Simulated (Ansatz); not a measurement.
# Molecular dynamics of In8BAs8Cl3

input.yaml

```yaml
accuracy: low
crystal:
  lattice:
    - [8.636777, 0.0, 0.0]
    - [0.0, 6.107123, 0.0]
    - [0.0, 0.0, 19.477582]
  atoms:
    - { symbol: In, position: [-0.00117466, 0.80126747, 0.17061936] }
    - { symbol: As, position: [0.0, 0.0, 0.0513411] }
    - { symbol: In, position: [0.25, 0.25, 0.0513411] }
    - { symbol: As, position: [0.74869196, 0.54141057, 0.15826782] }
    - { symbol: In, position: [0.75, 0.25, 0.0513411] }
    - { symbol: As, position: [0.24906529, 0.54102296, 0.15848517] }
    - { symbol: In, position: [0.49863701, 0.80233402, 0.17078812] }
    - { symbol: As, position: [0.5, 0.0, 0.0513411] }
    - { symbol: In, position: [0.49962366, 0.74469896, 0.37188361] }
    - { symbol: As, position: [0.49856067, 0.05888884, 0.2815052] }
    - { symbol: In, position: [0.74919752, 0.3163023, 0.27908557] }
    - { symbol: As, position: [0.24906286, 0.51780731, 0.40216699] }
    - { symbol: In, position: [0.24866552, 0.31870328, 0.27998482] }
    - { symbol: As, position: [0.7495099, 0.51549047, 0.40071942] }
    - { symbol: In, position: [-0.0009948, 0.74483576, 0.37150182] }
    - { symbol: As, position: [-0.00078402, 0.05826265, 0.28107529] }
    - { symbol: B, position: [0.65576182, 0.61300283, 0.6040385] }
    - { symbol: Cl, position: [0.49420023, 0.75542464, 0.57329328] }
    - { symbol: Cl, position: [0.63722777, 0.33969408, 0.62894581] }
    - { symbol: Cl, position: [0.83370304, 0.74709443, 0.61073205] }
basis:
  ecutwfc: 420.0
kpoints:
  mp_grid: { grid: [1, 2, 1] }
hamiltonian:
  xc: pbe
  pseudopotentials: { kind: paw, azcp: { folder: soft_1 } }
scf:
  occupations: { method: fermi_dirac, width: 0.1 }
  lower_state_search: "off"
md:
  timestep: 1
  n_steps: 190
  ensemble: nvt_langevin
  temperature: 500.0
  initial_velocities: maxwell_boltzmann
  seed: 425715
  friction: 0.005
  constraints: [{ sites: [1, 2, 4, 7] }]
```

Command:

```bash
$ ansatz run input.yaml --threads 2 --pin off --max-ram 5120MiB --backend cpu --events-out ev --progress --plain --runs-dir out
```

It starts from a relaxed structure.

Output, in part (step lines):

```
md step     0: t =     0.00 fs  T =   500.0 K  F+E_penalty+E_count = -87028.25818551 eV  E_kin = 1.034080 eV  (11 SCF iters)
md step     1: t =     1.00 fs  T =   491.9 K  F+E_penalty+E_count = -87028.25712085 eV  E_kin = 1.017333 eV  (6 SCF iters)
md step     2: t =     2.00 fs  T =   461.3 K  F+E_penalty+E_count = -87028.25322000 eV  E_kin = 0.954061 eV  (6 SCF iters)
md step     3: t =     3.00 fs  T =   436.6 K  F+E_penalty+E_count = -87028.24693081 eV  E_kin = 0.903057 eV  (6 SCF iters)
md step     4: t =     4.00 fs  T =   432.6 K  F+E_penalty+E_count = -87028.23859434 eV  E_kin = 0.894646 eV  (6 SCF iters)
md step     5: t =     5.00 fs  T =   433.9 K  F+E_penalty+E_count = -87028.22862787 eV  E_kin = 0.897470 eV  (4 SCF iters)
md step     6: t =     6.00 fs  T =   431.3 K  F+E_penalty+E_count = -87028.21755723 eV  E_kin = 0.892070 eV  (4 SCF iters)
md step     7: t =     7.00 fs  T =   451.7 K  F+E_penalty+E_count = -87028.20562721 eV  E_kin = 0.934166 eV  (4 SCF iters)
[... lines left out ...]
md step   189: t =   189.00 fs  T =   417.2 K  F+E_penalty+E_count = -87027.20241326 eV  E_kin = 0.862929 eV  (4 SCF iters)
md step   190: t =   190.00 fs  T =   422.9 K  F+E_penalty+E_count = -87027.21329177 eV  E_kin = 0.874644 eV  (6 SCF iters)
```

The steps, from the saved trajectory:

```csv
time (fs),T (K),potential energy less start (eV)
0,500,0.000
6,431,0.041
12,384,0.116
18,389,0.218
24,319,0.377
30,263,0.506
36,250,0.583
42,235,0.670
48,218,0.697
54,235,0.695
60,296,0.696
66,303,0.648
72,412,0.589
78,411,0.580
84,456,0.595
90,420,0.648
96,364,0.704
102,421,0.660
108,399,0.668
114,422,0.689
120,477,0.639
126,484,0.668
132,440,0.790
138,431,0.785
144,487,0.759
150,406,0.854
156,440,0.835
162,469,0.827
168,433,0.953
174,460,1.015
180,418,1.006
186,399,1.060
```

The run went to its last step. The mean temperature of the second half is 14 % below the set value. A run of 0.19 ps of so small a system gives no equilibrium averages. Limits of this set-up: coarse k mesh, slab without dipole correction, no dispersion correction for a molecule that may bind weakly, low accuracy level.

Mean squared displacements from the first frame to the last: In 0.05 Å², As 0.05 Å², B 0.83 Å², Cl 0.63 Å².

Last frame:

```xyz
20
Lattice="8.6368 0.0000 0.0000 0.0000 6.1071 0.0000 0.0000 0.0000 19.4776" Properties=species:S:1:pos:R:3
In -0.019 4.858 3.216
As 0.000 0.000 1.000
In 2.159 1.527 1.000
As 6.497 3.437 3.050
In 6.478 1.527 1.000
As 2.341 3.561 2.940
In 4.567 5.182 3.431
As 4.318 0.000 1.000
In 4.256 4.702 7.109
As 4.184 0.542 5.525
In 6.557 1.978 5.439
As 2.100 3.105 7.741
In 2.138 2.139 5.281
As 6.648 3.403 7.767
In -0.014 4.905 7.252
As 0.084 0.552 5.183
B 5.757 4.090 10.929
Cl 4.271 4.859 10.265
Cl 5.307 2.626 11.912
Cl 7.349 4.704 11.181
```

The run took 27 min on 2 threads of Arm Neoverse V1, with other jobs on the host, peak memory 1.9 GiB.
